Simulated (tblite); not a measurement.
# C5H8BO2: the cost of one run

Programs: tblite 0.8.0 and PySCF 2.14.0, with density-fitted response routines of our own. Each step states its level of theory. These are calculated values for one molecule in the gas phase, unless marked as measured. Atoms count from 0, in the outputs and in this text.

## 1. The starting structure

16 atoms, charge 0, multiplicity 2; geometry from: force field or distance geometry start.

Bonds of the start (Å): C0–C1 1.48, C1–C2 1.19, C2–B3 1.55, B3–O4 1.46, O4–C5 1.40, B3–O6 1.48, O6–C7 1.40, C0–H8 1.11, C0–H9 1.10, C5–H10 1.11, C5–H11 1.12, C5–H12 1.12, C7–H13 1.11, C7–H14 1.11, C7–H15 1.11.

## 2. Geometry optimisation with GFN2-xTB

Job settings and geometry (Å):

```
{"job": {"kind": "relax", "xc": "GFN2-xTB", "basis": "xTB"}, "charge": 0, "multiplicity": 2}
C      3.728500    -0.080300     0.062100
C      2.253600    -0.029600     0.005400
C      1.063800    -0.002000    -0.020900
B     -0.481500     0.054500    -0.082800
O     -1.175100     1.332000    -0.252600
C     -1.457200     1.881800     1.003700
O     -1.258600    -1.193100     0.060300
C     -1.480600    -1.725500    -1.214300
H      4.080200     0.429200     0.983200
H      4.054300    -1.135000     0.076100
H     -1.979700     2.847400     0.859100
H     -0.521800     2.095400     1.576800
H     -2.136900     1.227700     1.608300
H     -2.071600    -2.664700    -1.111800
H     -0.535500    -1.993600    -1.724000
H     -2.089400    -1.035200    -1.839900
```

Run with:

```sh
> OMP_NUM_THREADS=1 python probes_run.py task.json out
```

This one command runs all jobs of the session in turn.

**Question.** How long does this first job take on 1 thread of Arm Neoverse N1, shared host, and how much memory does it need?

About 1.1 s, with a peak of 0.18 GiB.
